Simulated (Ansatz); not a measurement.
Predict the output of the script below (Ansatz 0.2.0, Python API).

`run_freq.py`:
```python
import itertools
import logging
import sys

import ansatz
from ase.data import atomic_numbers, covalent_radii
import numpy as np

logging.basicConfig(stream=sys.stdout, format='%(levelname)s:%(name)s:%(message)s')
logger = logging.getLogger('calc')
logger.setLevel(logging.INFO)

fh3sb2 = (
    ansatz.Crystal.molecule()
    .atom('F', [-1.8315, -0.5417, -0.2263])
    .atom('Sb', [-0.1991, -1.1757, -1.0715])
    .atom('Sb', [1.2771, 0.885, 0.1082])
    .atom('H', [0.1871, -2.2392, 0.2838])
    .atom('H', [0.3356, 2.1111, -0.684])
    .atom('H', [0.2729, 0.8965, 1.5435])
)

calc = (
    fh3sb2.calculation()
    .basis(gaussian='def2-SVP')
    .functional('B3LYP')
)
symbols = [site.symbol for site in fh3sb2.cartesian_sites]
start = np.array([site.position_ang for site in fh3sb2.cartesian_sites], dtype=float)
def progress(event):
    if event['event'] == 'relax_step':
        row = event['data']
        logger.info(f'step {row["step"]:3d}  E = {row["lagrangian_ev"]:.6f} eV  largest force component {row["allowed_force_max_ev_ang"]:.4f} eV/A')


summary = calc.relax(force_tolerance=0.003, max_steps=100).session().plan().execute(on_event=progress).report
end = np.array(summary['positions_ang'])

radius = [covalent_radii[atomic_numbers[s]] for s in symbols]
span = lambda where, i, j: np.linalg.norm(where[i] - where[j])
bonded = [(i, j) for i, j in itertools.combinations(range(len(symbols)), 2) if min(span(start, i, j), span(end, i, j)) < 1.2 * (radius[i] + radius[j])]
logger.info('pair        before    after (A)')
for i, j in bonded:
    print(f'{symbols[i]}{i}-{symbols[j]}{j}'.ljust(10), f'{span(start, i, j):8.4f} {span(end, i, j):8.4f}')
for first, second in list(itertools.combinations(bonded, 2)):
    shared = set(first) & set(second)
    if shared and symbols[(j := shared.pop())] != 'H':
        i, k = sorted((set(first) | set(second)) - {j})
        u, v = end[i] - end[j], end[k] - end[j]
        angle = np.degrees(np.arccos(np.clip(u @ v / np.linalg.norm(u) / np.linalg.norm(v), -1, 1)))
        logger.info(f'final angle {symbols[i]}{i}-{symbols[j]}{j}-{symbols[k]}{k}: {angle:.2f} deg')

minimum = ansatz.Crystal.molecule()
for symbol, place in zip(symbols, end):
    minimum = minimum.atom(symbol, place.tolist())
vibrating = minimum.calculation()
vibrating = vibrating.basis(gaussian='def2-SVP')
vibrating = vibrating.functional('B3LYP').phonons(temperatures=(100, 500, 100))
vib = vibrating.run(threads=1, pin='off').report['vibrations']
sums = vib['harmonic_sums']
modes = [m['omega_inv_cm'] for m in sums['modes_at_gamma'] if m['rigid_motion'] == 'no']
print('frequencies (1/cm):', ' '.join(f'{w:.0f}' for w in modes))
print('imaginary modes:', sum(w < 0 for w in modes), ' zero-point energy:', round(sums['zero_point_energy_ev'], 4), 'eV')
logger.info('T (K)   F_vib (eV)   S_vib (meV/K)   C_vib (meV/K)')
for row in zip(sums['temperatures_k'], sums['vibrational_free_energy_ev'], vib['entropy_ev_per_k'], vib['heat_capacity_ev_per_k']):
    logger.info(f'{row[0]:6.1f} {row[1]:11.4f} {1000 * row[2]:13.4f} {1000 * row[3]:15.4f}')
```

`python run_freq.py` gives:
```text
INFO:calc:step   1  E = -15843.335042 eV  largest force component 0.6357 eV/A
INFO:calc:step   2  E = -15843.334669 eV  largest force component 0.7274 eV/A
INFO:calc:step   3  E = -15843.418632 eV  largest force component 0.1096 eV/A
INFO:calc:step   4  E = -15843.421173 eV  largest force component 0.0646 eV/A
INFO:calc:step   5  E = -15843.426021 eV  largest force component 0.1720 eV/A
INFO:calc:step   6  E = -15843.428871 eV  largest force component 0.0172 eV/A
INFO:calc:step   7  E = -15843.428482 eV  largest force component 0.0554 eV/A
INFO:calc:step   8  E = -15843.429050 eV  largest force component 0.0019 eV/A
INFO:calc:step   9  E = -15843.429067 eV  largest force component 0.0054 eV/A
INFO:calc:step  10  E = -15843.429068 eV  largest force component 0.0056 eV/A
INFO:calc:step  11  E = -15843.429077 eV  largest force component 0.0007 eV/A
INFO:calc:pair        before    after (A)
F0-Sb1       1.9445   1.9595
Sb1-Sb2      2.7960   2.8888
Sb1-H3       1.7655   1.7349
Sb2-H4       1.7370   1.7238
Sb2-H5       1.7518   1.7201
INFO:calc:final angle F0-Sb1-Sb2: 98.11 deg
INFO:calc:final angle F0-Sb1-H3: 94.62 deg
INFO:calc:final angle Sb2-Sb1-H3: 89.00 deg
INFO:calc:final angle Sb1-Sb2-H4: 90.50 deg
INFO:calc:final angle Sb1-Sb2-H5: 89.31 deg
INFO:calc:final angle H4-Sb2-H5: 91.52 deg
frequencies (1/cm): 97 110 167 416 461 603 611 666 838 1882 1920 1937
imaginary modes: 0  zero-point energy: 0.6019 eV
INFO:calc:T (K)   F_vib (eV)   S_vib (meV/K)   C_vib (meV/K)
INFO:calc: 100.0      0.5966        0.1507          0.2136
INFO:calc: 200.0      0.5713        0.3523          0.3881
INFO:calc: 300.0      0.5266        0.5379          0.5275
INFO:calc: 400.0      0.4644        0.7033          0.6218
INFO:calc: 500.0      0.3866        0.8499          0.6916
```

What to keep in mind:
- Total energies depend on the basis set; only differences at equal settings carry meaning.
- The frequencies are harmonic and unscaled, in a modest basis.
- def2 sets replace the cores of elements past krypton by effective core potentials.
- b3lyp holds the VWN-RPA fit, as in Gaussian; the form of ORCA and Turbomole is b3lyp5.
- It ran for 2.2 min on 1 thread of Arm Neoverse V2 (shared host), peak memory 0.27 GiB.
